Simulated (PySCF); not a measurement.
# C₆H₆BrN+ (doublet): open-shell or spin-flip excitations

Aim: compute the open-shell or spin-flip excitations of C₆H₆BrN+ (doublet) (`[NH2+]c1ccc(Br)cc1`).

Computed with PySCF 2.14.0 and routines of our own; the level stands in each step. Atoms count from 0.

## 1. The system as given

14 atoms, charge 1, multiplicity 2; geometry from: GFN2-xTB.

## 2. Open-shell or spin-flip excitations: unrestricted TDDFT CAM-B3LYP/def2-SVP

Job settings and geometry (Å):

```
{"job": {"kind": "uabs", "xc": "CAM-B3LYP", "basis": "def2-SVP", "nstates": 10, "tda": false}, "charge": 1, "multiplicity": 2}
N      2.305620    -0.049232    -0.092965
C      0.978840    -0.020703    -0.040448
C      0.279989     1.219485    -0.007345
C     -1.085295     1.246097     0.046920
C     -1.809012     0.038808     0.071220
Br    -3.681199     0.076618     0.144257
C     -1.137637    -1.198086     0.038695
C      0.227362    -1.229904    -0.016232
H      2.845833     0.804795    -0.111165
H      2.807924    -0.925972    -0.115498
H      0.842213     2.140966    -0.027179
H     -1.616051     2.185333     0.072026
H     -1.708122    -2.113862     0.057689
H      0.748856    -2.174816    -0.042143
```

Method: unrestricted TDDFT CAM-B3LYP/def2-SVP, vertical, gas phase, core orbitals frozen in the response.

Launch:

```
$ OMP_NUM_THREADS=1 python excited_run.py task.json out
```

The driver reads the jobs from task.json and runs them one after another.

The program printed:

```text
coarse grid: 58368 points
cycle   1  E = -2860.2749993543  dE =  8.507e-01  |g| = 2.824e-01  |ddm| = 3.456e+00
cycle   2  E = -2860.2865100645  dE = -1.151e-02  |g| = 2.916e-01  |ddm| = 8.689e-01
cycle   3  E = -2860.3290027293  dE = -4.249e-02  |g| = 4.941e-02  |ddm| = 3.506e-01
cycle   4  E = -2860.3299926617  dE = -9.899e-04  |g| = 2.816e-02  |ddm| = 8.385e-02
cycle   5  E = -2860.3304037025  dE = -4.110e-04  |g| = 1.028e-02  |ddm| = 3.985e-02
cycle   6  E = -2860.3305021204  dE = -9.842e-05  |g| = 4.475e-03  |ddm| = 1.546e-02
cycle   7  E = -2860.3305538695  dE = -5.175e-05  |g| = 2.233e-03  |ddm| = 1.314e-02
cycle   8  E = -2860.3305745674  dE = -2.070e-05  |g| = 1.289e-03  |ddm| = 9.786e-03
cycle   9  E = -2860.3305802596  dE = -5.692e-06  |g| = 6.006e-04  |ddm| = 5.717e-03
final grid: 123552 points
cycle  10  E = -2860.3305632461  dE = -7.821e-07  |g| = 4.856e-04  |ddm| = 1.952e-03
cycle  11  E = -2860.3305635511  dE = -3.050e-07  |g| = 5.986e-04  |ddm| = 1.287e-03
cycle  12  E = -2860.3305637942  dE = -2.431e-07  |g| = 2.123e-04  |ddm| = 6.791e-04
cycle  13  E = -2860.3305640197  dE = -2.254e-07  |g| = 1.674e-04  |ddm| = 9.910e-04
cycle  14  E = -2860.3305641123  dE = -9.268e-08  |g| = 3.560e-05  |ddm| = 9.392e-04
cycle  15  E = -2860.3305641161  dE = -3.760e-09  |g| = 2.581e-05  |ddm| = 1.305e-04
cycle  16  E = -2860.3305641173  dE = -1.224e-09  |g| = 8.114e-06  |ddm| = 9.440e-05
cycle  17  E = -2860.3305641174  dE = -4.820e-11  |g| = 3.408e-06  |ddm| = 1.527e-05
converged SCF energy = -2860.3305641174

Static polarisability (au): isotropic 97.636, principal 37.262 75.329 180.317

<S^2> of the reference = 0.7790 (exact 0.7500)

Excitations
state   eV       nm        f      <S^2>   main configurations
  1   2.0918    592.7   0.00131   0.831   H-2b->Lb 0.98
  2   2.6700    464.4   0.17428   0.840   Hb->Lb 0.89
  3   2.7203    455.8   0.00000   0.808   H-1b->Lb 0.97
  4   4.2524    291.6   0.04546   1.049   H-3b->Lb 0.40, Ha->La 0.39
  5   4.3780    283.2   0.00695   2.009   H-2a->L+1a 0.37, H-3b->Lb 0.29, H-2b->L+1b 0.21
  6   4.6279    267.9   0.00000   0.801   H-4b->Lb 0.98
  7   4.8160    257.4   0.02395   0.804   Ha->L+1a 0.91
  8   4.9233    251.8   0.00079   0.825   H-5b->Lb 0.96
  9   5.2788    234.9   0.28708   1.222   Ha->La 0.45, H-3b->Lb 0.21, H-2b->L+1b 0.12, H-6b->Lb 0.10
 10   5.6569    219.2   0.00018   1.418   Ha->L+2a 0.78, H-3a->L+2a 0.10
```

It took 75 s on 1 thread of Arm Neoverse V1, shared host; peak memory 0.7 GiB.

In short:

| quantity | value |
| --- | --- |
| ⟨S²⟩ | 0.779 |

Löwdin spin populations:

N0 0.28; C1 0.09; C2 0.15; C3 -0.06; C4 0.30; Br5 0.13; C6 -0.06; C7 0.15; H8 0.00; H9 0.00; H10 0.00; H11 0.00; H12 0.00; H13 0.00

## 3. Open-shell or spin-flip excitations: unrestricted TDDFT CAM-B3LYP/def2-SVP in toluene

Settings changed since step 2:

```diff
@@ -1,2 +1,2 @@
-{"job": {"kind": "uabs", "xc": "CAM-B3LYP", "basis": "def2-SVP", "nstates": 10, "tda": false}, "charge": 1, "multiplicity": 2}
+{"job": {"kind": "uabs", "xc": "CAM-B3LYP", "basis": "def2-SVP", "nstates": 10, "tda": false, "solvent": "toluene", "pol": false}, "charge": 1, "multiplicity": 2}
 N      2.305620    -0.049232    -0.092965
```

Level: unrestricted TDDFT CAM-B3LYP/def2-SVP, vertical, IEF-PCM toluene (non-equilibrium linear response), core orbitals frozen in the response.

The program printed:

```text
coarse grid: 58368 points
cycle   1  E = -2860.3317485998  dE =  7.942e-01  |g| = 2.729e-01  |ddm| = 3.461e+00
cycle   2  E = -2860.3447800837  dE = -1.303e-02  |g| = 2.707e-01  |ddm| = 7.437e-01
cycle   3  E = -2860.3799593014  dE = -3.518e-02  |g| = 4.756e-02  |ddm| = 3.002e-01
cycle   4  E = -2860.3809921807  dE = -1.033e-03  |g| = 2.920e-02  |ddm| = 8.195e-02
cycle   5  E = -2860.3814931154  dE = -5.009e-04  |g| = 8.253e-03  |ddm| = 3.736e-02
cycle   6  E = -2860.3815975070  dE = -1.044e-04  |g| = 4.748e-03  |ddm| = 1.510e-02
cycle   7  E = -2860.3816730317  dE = -7.552e-05  |g| = 2.301e-03  |ddm| = 1.702e-02
cycle   8  E = -2860.3816982416  dE = -2.521e-05  |g| = 1.184e-03  |ddm| = 1.186e-02
cycle   9  E = -2860.3817033245  dE = -5.083e-06  |g| = 5.681e-04  |ddm| = 5.512e-03
final grid: 123552 points
cycle  10  E = -2860.3816858975  dE = -6.541e-07  |g| = 4.384e-04  |ddm| = 1.767e-03
cycle  11  E = -2860.3816861622  dE = -2.647e-07  |g| = 4.802e-04  |ddm| = 1.072e-03
cycle  12  E = -2860.3816863277  dE = -1.654e-07  |g| = 1.801e-04  |ddm| = 5.494e-04
cycle  13  E = -2860.3816864804  dE = -1.527e-07  |g| = 1.506e-04  |ddm| = 7.761e-04
cycle  14  E = -2860.3816865504  dE = -7.005e-08  |g| = 3.522e-05  |ddm| = 7.632e-04
cycle  15  E = -2860.3816865551  dE = -4.708e-09  |g| = 2.707e-05  |ddm| = 1.486e-04
cycle  16  E = -2860.3816865566  dE = -1.412e-09  |g| = 7.747e-06  |ddm| = 1.045e-04
cycle  17  E = -2860.3816865566  dE = -6.185e-11  |g| = 3.654e-06  |ddm| = 1.531e-05
converged SCF energy = -2860.3816865566

<S^2> of the reference = 0.7847 (exact 0.7500)

Excitations
state   eV       nm        f      <S^2>   main configurations
  1   2.1257    583.3   0.00255   0.831   H-1b->Lb 0.97
  2   2.7437    451.9   0.23298   0.848   Hb->Lb 0.88
  3   3.0557    405.7   0.00000   0.816   H-2b->Lb 0.96
  4   4.2502    291.7   0.06557   1.323   Ha->La 0.41, H-3b->Lb 0.25, H-2a->L+1a 0.15, H-1b->L+1b 0.09
  5   4.4791    276.8   0.00070   1.748   H-3b->Lb 0.43, H-2a->L+1a 0.27, H-1b->L+1b 0.17
  6   4.6350    267.5   0.00000   0.806   H-4b->Lb 0.97
  7   4.8295    256.7   0.03513   0.822   Ha->L+1a 0.92
  8   5.0798    244.1   0.00084   0.832   H-5b->Lb 0.96
  9   5.1703    239.8   0.35354   1.230   Ha->La 0.45, H-3b->Lb 0.19, H-6b->Lb 0.13, H-1b->L+1b 0.10
 10   5.6049    221.2   0.00027   1.419   Ha->L+2a 0.81, H-3a->L+2a 0.11
```

It took 65 s on 1 thread of Arm Neoverse V1, shared host; peak memory 0.78 GiB.

Key values:

| quantity | value |
| --- | --- |
| ⟨S²⟩ | 0.785 |

## 4. Open-shell or spin-flip excitations: unrestricted TDDFT CAM-B3LYP/def2-SVP

Settings changed since step 3:

```diff
@@ -1,2 +1,2 @@
-{"job": {"kind": "uabs", "xc": "CAM-B3LYP", "basis": "def2-SVP", "nstates": 10, "tda": false, "solvent": "toluene", "pol": false}, "charge": 1, "multiplicity": 2}
+{"job": {"kind": "uabs", "xc": "CAM-B3LYP", "basis": "def2-SVP", "nstates": 15, "tda": false, "grid": 4}, "charge": 1, "multiplicity": 2}
 N      2.305620    -0.049232    -0.092965
```

Level: unrestricted TDDFT CAM-B3LYP/def2-SVP, vertical, gas phase, core orbitals frozen in the response.

The program printed:

```text
coarse grid: 58368 points
cycle   1  E = -2860.2749993543  dE =  8.507e-01  |g| = 2.824e-01  |ddm| = 3.456e+00
cycle   2  E = -2860.2865100645  dE = -1.151e-02  |g| = 2.916e-01  |ddm| = 8.689e-01
cycle   3  E = -2860.3290027293  dE = -4.249e-02  |g| = 4.941e-02  |ddm| = 3.506e-01
cycle   4  E = -2860.3299926617  dE = -9.899e-04  |g| = 2.816e-02  |ddm| = 8.385e-02
cycle   5  E = -2860.3304037025  dE = -4.110e-04  |g| = 1.028e-02  |ddm| = 3.985e-02
cycle   6  E = -2860.3305021204  dE = -9.842e-05  |g| = 4.475e-03  |ddm| = 1.546e-02
cycle   7  E = -2860.3305538695  dE = -5.175e-05  |g| = 2.233e-03  |ddm| = 1.314e-02
cycle   8  E = -2860.3305745674  dE = -2.070e-05  |g| = 1.289e-03  |ddm| = 9.786e-03
cycle   9  E = -2860.3305802596  dE = -5.692e-06  |g| = 6.006e-04  |ddm| = 5.717e-03
final grid: 323960 points
cycle  10  E = -2860.3305606345  dE = -7.806e-07  |g| = 4.863e-04  |ddm| = 1.956e-03
cycle  11  E = -2860.3305609392  dE = -3.047e-07  |g| = 6.005e-04  |ddm| = 1.288e-03
cycle  12  E = -2860.3305611835  dE = -2.443e-07  |g| = 2.124e-04  |ddm| = 6.809e-04
cycle  13  E = -2860.3305614093  dE = -2.258e-07  |g| = 1.675e-04  |ddm| = 9.919e-04
cycle  14  E = -2860.3305615021  dE = -9.284e-08  |g| = 3.552e-05  |ddm| = 9.409e-04
cycle  15  E = -2860.3305615058  dE = -3.746e-09  |g| = 2.561e-05  |ddm| = 1.302e-04
cycle  16  E = -2860.3305615071  dE = -1.217e-09  |g| = 8.047e-06  |ddm| = 9.435e-05
cycle  17  E = -2860.3305615071  dE = -5.957e-11  |g| = 3.384e-06  |ddm| = 1.499e-05
converged SCF energy = -2860.3305615071

Static polarisability (au): isotropic 97.636, principal 37.262 75.329 180.318

<S^2> of the reference = 0.7790 (exact 0.7500)

Excitations
state   eV       nm        f      <S^2>   main configurations
  1   2.0919    592.7   0.00131   0.831   H-2b->Lb 0.98
  2   2.6700    464.4   0.17428   0.840   Hb->Lb 0.89
  3   2.7202    455.8   0.00000   0.808   H-1b->Lb 0.97
  4   4.2524    291.6   0.04546   1.049   H-3b->Lb 0.40, Ha->La 0.39
  5   4.3780    283.2   0.00695   2.009   H-2a->L+1a 0.37, H-3b->Lb 0.29, H-2b->L+1b 0.21
  6   4.6279    267.9   0.00000   0.801   H-4b->Lb 0.98
  7   4.8160    257.4   0.02395   0.804   Ha->L+1a 0.91
  8   4.9233    251.8   0.00079   0.825   H-5b->Lb 0.96
  9   5.2788    234.9   0.28708   1.222   Ha->La 0.45, H-3b->Lb 0.21, H-2b->L+1b 0.12, H-6b->Lb 0.10
 10   5.6569    219.2   0.00018   1.419   Ha->L+2a 0.78, H-3a->L+2a 0.10
 11   5.7020    217.4   0.02054   2.601   H-2a->La 0.70, H-2b->L+2b 0.24
 12   6.0152    206.1   0.00004   2.768   H-1a->L+2a 0.52, H-1b->L+3b 0.38
 13   6.1726    200.9   0.00009   1.272   H-6b->Lb 0.61, H-2b->L+1b 0.13
 14   6.3734    194.5   0.00321   2.497   Hb->L+1b 0.66, H-3a->L+1a 0.13
 15   6.5732    188.6   0.00000   1.834   H-1a->La 0.96
```

Wall time 1.8 min (1 thread of Arm Neoverse V1, shared host); peak memory 0.84 GiB.

In short:

| quantity | value |
| --- | --- |
| ⟨S²⟩ | 0.779 |

## 5. Open-shell or spin-flip excitations: unrestricted TDA CAM-B3LYP/def2-SVP in N,N-dimethylformamide

Settings changed since step 4:

```diff
@@ -1,2 +1,2 @@
-{"job": {"kind": "uabs", "xc": "CAM-B3LYP", "basis": "def2-SVP", "nstates": 15, "tda": false, "grid": 4}, "charge": 1, "multiplicity": 2}
+{"job": {"kind": "uabs", "xc": "CAM-B3LYP", "basis": "def2-SVP", "nstates": 6, "tda": true, "solvent": "N,N-dimethylformamide"}, "charge": 1, "multiplicity": 2}
 N      2.305620    -0.049232    -0.092965
```

Method: unrestricted TDA CAM-B3LYP/def2-SVP, vertical, IEF-PCM N,N-dimethylformamide (non-equilibrium linear response), core orbitals frozen in the response.

The program printed:

```text
coarse grid: 58368 points
cycle   1  E = -2860.3715832817  dE =  7.546e-01  |g| = 2.671e-01  |ddm| = 3.467e+00
cycle   2  E = -2860.3848990106  dE = -1.332e-02  |g| = 2.592e-01  |ddm| = 6.646e-01
cycle   3  E = -2860.4168647521  dE = -3.197e-02  |g| = 4.483e-02  |ddm| = 2.749e-01
cycle   4  E = -2860.4180036404  dE = -1.139e-03  |g| = 2.726e-02  |ddm| = 7.728e-02
cycle   5  E = -2860.4184996522  dE = -4.960e-04  |g| = 8.060e-03  |ddm| = 3.495e-02
cycle   6  E = -2860.4186508875  dE = -1.512e-04  |g| = 5.548e-03  |ddm| = 1.839e-02
cycle   7  E = -2860.4187682906  dE = -1.174e-04  |g| = 2.429e-03  |ddm| = 2.327e-02
cycle   8  E = -2860.4187975535  dE = -2.926e-05  |g| = 1.118e-03  |ddm| = 1.354e-02
cycle   9  E = -2860.4188021252  dE = -4.572e-06  |g| = 5.361e-04  |ddm| = 5.214e-03
final grid: 123552 points
cycle  10  E = -2860.4187841058  dE = -5.557e-07  |g| = 3.893e-04  |ddm| = 1.606e-03
cycle  11  E = -2860.4187843300  dE = -2.242e-07  |g| = 3.790e-04  |ddm| = 8.943e-04
cycle  12  E = -2860.4187844412  dE = -1.112e-07  |g| = 1.506e-04  |ddm| = 4.328e-04
cycle  13  E = -2860.4187845517  dE = -1.105e-07  |g| = 1.273e-04  |ddm| = 6.856e-04
cycle  14  E = -2860.4187845908  dE = -3.909e-08  |g| = 3.182e-05  |ddm| = 5.115e-04
cycle  15  E = -2860.4187845957  dE = -4.964e-09  |g| = 1.930e-05  |ddm| = 1.662e-04
cycle  16  E = -2860.4187845966  dE = -8.772e-10  |g| = 4.134e-06  |ddm| = 8.564e-05
converged SCF energy = -2860.4187845966

Static polarisability (au): isotropic 133.135, principal 47.396 103.621 248.388

<S^2> of the reference = 0.7919 (exact 0.7500)

Excitations
state   eV       nm        f      <S^2>   main configurations
  1   2.3412    529.6   0.00490   0.819   Hb->Lb 0.96
  2   3.1092    398.8   0.22108   0.834   H-1b->Lb 0.84
  3   3.4826    356.0   0.00000   0.827   H-2b->Lb 0.96
  4   4.5628    271.7   0.08490   1.197   Ha->La 0.36, H-3b->Lb 0.33, H-1a->L+1a 0.13
  5   4.6807    264.9   0.00000   0.813   H-4b->Lb 0.96
  6   4.8319    256.6   0.00137   2.007   H-1a->L+1a 0.34, H-3b->Lb 0.29, Hb->L+1b 0.24
```

Run time: 57 s. Hardware: 1 thread of Arm Neoverse V1, shared host; peak memory 0.8 GiB.

In short:

| quantity | value |
| --- | --- |
| ⟨S²⟩ | 0.792 |

## 6. Results

| quantity | value |
| --- | --- |
| lowest and brightest state of nearly pure spin, of 10 (step 2, unrestricted TDDFT CAM-B3LYP/def2-SVP) | 2.09 eV; 2.67 eV, f = 0.174 |
| lowest and brightest state of nearly pure spin, of 10 (step 3, unrestricted TDDFT CAM-B3LYP/def2-SVP in toluene) | 2.13 eV; 2.74 eV, f = 0.233 |
| lowest and brightest state of nearly pure spin, of 15 (step 4, unrestricted TDDFT CAM-B3LYP/def2-SVP) | 2.09 eV; 2.67 eV, f = 0.174 |
| lowest and brightest state of nearly pure spin, of 6 (step 5, unrestricted TDA CAM-B3LYP/def2-SVP in N,N-dimethylformamide) | 2.34 eV; 3.11 eV, f = 0.221 |

In words: States whose ⟨S²⟩ lies well above the reference's are mixtures of spin states, an artefact of the unrestricted response, and are left out of the summary. The lowest state of nearly pure spin runs from 2.09 to 2.34 eV over the runs.
